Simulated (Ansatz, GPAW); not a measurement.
CdSiSb$_{2}$: PBE in single-zeta orbitals, run from Python

These are simulated results from GPAW 26.7.0, not measurements. The cell was built from a prototype and was relaxed with r2SCAN in plane waves (Ansatz 0.2.0). It may be hypothetical. All runs are without spin polarisation.

Space group P-4m2 (No. 115), tetragonal; conventional cell a = 4.346 Å, c = 6.462 Å, 30.52 Å³ an atom. Around Cd lie 4 Sb at 2.78 Å; around Sb lie 2 Si at 2.64 Å and 2 Cd at 2.78 Å; around Si lie 4 Sb at 2.64 Å.

The basis is minimal: single zeta, one radial function for each shell that the log's basis lists. It describes the filled bands fairly and the empty ones poorly.

Input script:

```python
import json
from ase import Atoms
from gpaw import GPAW, PW, FermiDirac

atoms = Atoms(['Cd', 'Sb', 'Si', 'Sb'],
              cell=[[4.346214, 0.0, 0.0], [-0.0, 4.346214, 0.0], [0.0, 0.0, 6.462035]],
              scaled_positions=[[0.0, 0.0, 0.0], [-0.0, 0.5, 0.267172], [0.5, 0.5, 0.5], [0.5, 0.0, 0.732828]],
              pbc=True)
calc = GPAW(mode='lcao', basis='sz(dzp)', h=0.2, xc='PBE', kpts={'size': (4, 4, 4), 'gamma': True},
            occupations=FermiDirac(0.02), maxiter=100, legacy_gpaw=True, txt='gpaw.txt')
atoms.calc = calc
res = {'energy': atoms.get_potential_energy(force_consistent=True)}
res['electrons'] = calc.get_number_of_electrons()
res['k'] = calc.get_ibz_k_points().tolist()
res['levels'] = [calc.get_eigenvalues(kpt=i).tolist() for i in range(len(res['k']))]
points = [[0.0, 0.0, 0.0], [0.0, 0.5, 0.0], [0.5, 0.5, 0.0], [0.0, 0.0, 0.5], [0.0, 0.5, 0.5], [0.5, 0.5, 0.5], [0.05, 0.5, 0.5]]
bands = calc.fixed_density(kpts=points, symmetry='off', txt='bands.txt')
res['points'] = [bands.get_eigenvalues(kpt=i).tolist() for i in range(len(points))]
json.dump(res, open('results.json', 'w'))
print('free energy (eV):', round(res['energy'], 5))
```

Command: `python run.py`. It took 22 s on 1 thread of Arm Neoverse N1, with other jobs on the host, peak memory 0.2 GiB.

The log gpaw.txt, trimmed of paths, versions and times, then the last line on the terminal. An iter line gives the energy in eV and the logarithms of the changes of orbitals (plane waves alone) and density (c: converged):

```
___ ___ ___ _ _ _
 |   |   |_  | | | |

 | | | | | . | | | |

 |__ |  _|___|_____|  26.7.0
 |___|_|

Input parameters:
  basis: sz(dzp)
  h: 0.2
  kpts: {gamma: True,
         size: (4, 4, 4)}
  maxiter: 100
  mode: lcao
  occupations: {fixmagmom: False,
                name: fermi-dirac,
                width: 0.02}
  xc: PBE

System changes: positions, numbers, cell, pbc, initial_charges, initial_magmoms

Initialize ...

species:
  Cd:
    name:    Cadmium
    Z:       48.0
    valence: 12
    core:    36
    charge:  0.0  # [|e|]
    compensation charges:
      type: gauss
      rc: 0.38  # [Å]
      lmax: 2
    cutoffs:
      filter: 2.12  # [Å]
      core: 2.62  # [Å]
    projectors
    | kind |    occ | energy [eV] | rcut [Å] |

    |------|--------|-------------|----------|

    |   5s |  2.000 |      -5.655 |    1.191 |

    |   5p |  0.000 |      -1.186 |    1.228 |

    |   4d | 10.000 |     -11.739 |    1.164 |

    |    s |        |      21.556 |    1.191 |

    |    p |        |      26.026 |    1.228 |

    |    d |        |      15.473 |    1.164 |

    LCAO basis set for Cd:
      Name: sz(dzp)
      Number of radial functions: 3
      Number of spherical harmonics: 9
        l=0, rc=8.5781 Bohr: 5s-sz confined orbital
        l=1, rc=12.6406 Bohr: 5p-sz confined orbital
        l=2, rc=4.9062 Bohr: 4d-sz confined orbital
      Number of RI-basis functions 0

  Sb:
    name:    Antimony
    Z:       51.0
    valence: 15
    core:    36
    charge:  0.0  # [|e|]
    compensation charges:
      type: gauss
      rc: 0.36  # [Å]
      lmax: 2
    cutoffs:
      filter: 2.23  # [Å]
      core: 2.23  # [Å]
    projectors
    | kind |    occ | energy [eV] | rcut [Å] |

    |------|--------|-------------|----------|

    |   5s |  2.000 |     -12.815 |    1.154 |

    |   5p |  3.000 |      -4.830 |    1.233 |

    |   4d | 10.000 |     -33.514 |    1.196 |

    |    s |        |      14.396 |    1.154 |

    |    p |        |      22.381 |    1.233 |

    |    d |        |      -6.303 |    1.196 |

    LCAO basis set for Sb:
      Name: sz(dzp)
      Number of radial functions: 3
      Number of spherical harmonics: 9
        l=0, rc=6.6250 Bohr: 5s-sz confined orbital
        l=1, rc=8.6719 Bohr: 5p-sz confined orbital
        l=2, rc=3.7656 Bohr: 4d-sz confined orbital
      Number of RI-basis functions 0

  Si:
    name:    Silicon
    Z:       14.0
    valence: 4
    core:    10
    charge:  0.0  # [|e|]
    compensation charges:
      type: gauss
      rc: 0.33  # [Å]
      lmax: 2
    cutoffs:
      filter: 1.86  # [Å]
      core: 2.06  # [Å]
    projectors
    | kind |    occ | energy [eV] | rcut [Å] |

    |------|--------|-------------|----------|

    |   3s |  2.000 |     -10.812 |    1.058 |

    |   3p |  2.000 |      -4.081 |    1.058 |

    |    s |        |      16.399 |    1.058 |

    |    p |        |      23.130 |    1.058 |

    |    d |        |       0.000 |    1.058 |

    LCAO basis set for Si:
      Name: sz(dzp)
      Number of radial functions: 2
      Number of spherical harmonics: 4
        l=0, rc=6.8594 Bohr: 3s-sz confined orbital
        l=1, rc=9.0625 Bohr: 3p-sz confined orbital
      Number of RI-basis functions 0

Reference energy: -512622.579083  # eV

Spin-paired calculation

Convergence criteria:
 Maximum [total energy] change in last 3 cyles: 0.0005 eV / valence electron
 Maximum integral of absolute [dens]ity change: 0.0001 electrons / valence electron
 Maximum integral of absolute [eigenst]ate change: 4e-08 eV^2 / valence electron
 Maximum number of scf [iter]ations: 100
 (Square brackets indicate name in SCF output, whereas a 'c' in
 the SCF output indicates the quantity has converged.)

Symmetries present (total): 8

  ( 1  0  0)  ( 1  0  0)  ( 0  1  0)  ( 0  1  0)  ( 0 -1  0)  ( 0 -1  0)
  ( 0  1  0)  ( 0 -1  0)  ( 1  0  0)  (-1  0  0)  ( 1  0  0)  (-1  0  0)
  ( 0  0  1)  ( 0  0  1)  ( 0  0 -1)  ( 0  0 -1)  ( 0  0 -1)  ( 0  0 -1)

  (-1  0  0)  (-1  0  0)
  ( 0  1  0)  ( 0 -1  0)
  ( 0  0  1)  ( 0  0  1)

64 k-points: 4 x 4 x 4 Monkhorst-Pack grid + [1/8,1/8,1/8]
18 k-points in the irreducible part of the Brillouin zone
       k-points in crystal coordinates                weights
   0:     0.00000000    0.00000000    0.00000000          1/64
   1:     0.00000000    0.00000000    0.25000000          2/64
   2:     0.00000000    0.00000000    0.50000000          1/64
   3:     0.25000000    0.00000000    0.00000000          4/64
   4:     0.25000000    0.00000000    0.25000000          8/64
   5:     0.25000000    0.00000000    0.50000000          4/64
   6:     0.25000000    0.25000000    0.00000000          4/64
   7:     0.25000000    0.25000000    0.25000000          8/64
   8:     0.25000000    0.25000000    0.50000000          4/64
   9:     0.50000000    0.00000000    0.00000000          2/64
          ...
  17:     0.50000000    0.50000000    0.50000000          1/64

Wave functions: LCAO
  Diagonalizer: Serial LAPACK
  Atomic Correction: dense with blas
  Data-type: complex

Occupation numbers: Fermi-Dirac:
  width: 0.0200  # eV

Eigensolver
   LCAO using direct dense diagonalizer

Densities:
  Coarse grid: 20*20*32 grid
  Fine grid: 40*40*64 grid
  Total Charge: 0.000000

Density mixing:
  Method: separate
  Backend: msr1
  Linear mixing parameter: 0.05
  old densities: 10
  Width of damping distribution: 1.1
  Damping of long wavelength oscillations: 20

Hamiltonian:
  XC and Coulomb potentials evaluated on a 40*40*64 grid
  Using the PBE Exchange-Correlation functional
  Interpolation: tri-quintic (5. degree polynomial)
  Poisson solver: FastPoissonSolver using
    Stencil: 6*3+1=19 point O(h^6) finite-difference Laplacian
    FFT axes: [np.int64(0), np.int64(1), np.int64(2)]
    FST axes: []

XC parameters: PBE with 2 nearest neighbor stencil

Memory estimate:
  Process memory now: 123.62 MiB
  Calculator: 28.65 MiB
    Density: 17.75 MiB
      Arrays: 2.54 MiB
      Localized functions: 13.26 MiB
      Mixer: 1.95 MiB
    Hamiltonian: 2.68 MiB
      Arrays: 1.66 MiB
      XC: 0.00 MiB
      Poisson: 0.00 MiB
      vbar: 1.02 MiB
    Wavefunctions: 8.21 MiB
      C [qnM]: 0.26 MiB
      S, T [2 x qmm]: 0.53 MiB
      P [aqMi]: 0.04 MiB
      BasisFunctions: 7.38 MiB
      Eigensolver: 0.00 MiB

Total number of cores used: 1

Number of atoms: 4
Number of atomic orbitals: 31
Number of bands in calculation: 31
Number of valence electrons: 46
Bands to converge: occupied

... initialized

Initializing position-dependent things.

Density initialized from atomic densities
    .----------.
   /|          |

  / |          |

 *  |          |

 |  |          |

 |  | SbSi     |

 |  |          |

 |Sb|          |

 |  .----------.
 | /          /
 |/          /
 Cd---------*
Positions:
   0 Cd     0.000000    0.000000    0.000000    ( 0.0000,  0.0000,  0.0000)
   1 Sb     0.000000    2.173107    1.726475    ( 0.0000,  0.0000,  0.0000)
   2 Si     2.173107    2.173107    3.231018    ( 0.0000,  0.0000,  0.0000)
   3 Sb     2.173107    0.000000    4.735560    ( 0.0000,  0.0000,  0.0000)

Unit cell:
           periodic     x           y           z      points  spacing
  1. axis:    yes    4.346214    0.000000    0.000000    20     0.2173
  2. axis:    yes   -0.000000    4.346214    0.000000    20     0.2173
  3. axis:    yes    0.000000    0.000000    6.462035    32     0.2019

  Lengths:   4.346214   4.346214   6.462035
  Angles:   90.000000  90.000000  90.000000

Effective grid spacing dv^(1/3) = 0.2121

iter:   1   -10.547585        c
iter:   2   -10.531097        c -1.44
iter:   3   -10.435231        c -1.46
iter:   4   -10.433870        c -2.29
iter:   5   -10.433443c       c -3.00
iter:   6   -10.433377c       c -3.24
iter:   7   -10.433359c       c -3.71
iter:   8   -10.433363c       c -4.13c

Converged after 8 iterations.

Energy contributions relative to reference atoms: (reference = -512622.579083)

Kinetic:       +134.027981
Potential:     -122.219481
External:        +0.000000
XC:             -22.500049
Entropy (-ST):   -0.004171
Local:           +0.260272
SIC:             +0.000000
--------------------------
Free energy:    -10.435448
Extrapolated:   -10.433363

Showing only first 2 kpts
 Kpt  Band  Eigenvalues  Occupancy
  0    21      4.57082    2.00000
  0    22      5.28830    0.00021
  0    23      5.28830    0.00021
  0    24      5.76143    0.00000

  1    21      4.73011    2.00000
  1    22      4.73011    2.00000
  1    23      5.48986    0.00000
  1    24      5.95297    0.00000

Fermi level: 5.10517

No gap
No difference between direct/indirect transitions

free energy (eV): -10.43545
```

The gap in the log is over the mesh alone; results.json adds the listed points. PBE in single-zeta orbitals gives no gap (an overlap of 0.54 eV at the points read). On the same cell, plane-wave PBE (Ansatz, 6×6×4 k points and the special points) gives no gap (an overlap of 0.47 eV at the points read) and r2SCAN no gap (an overlap of 0.32 eV at the points read); on shared hosts these took about 22 and 53 core-seconds on the 4-atom cell, against 22 for the script. Spin-orbit coupling, left out in all these runs, can cut or reorder the gap by tenths of an eV, up to about 1 eV with Pb or Bi.

No spin-orbit coupling is included; it can move band edges with weight on the heavy atoms by tenths of an eV.
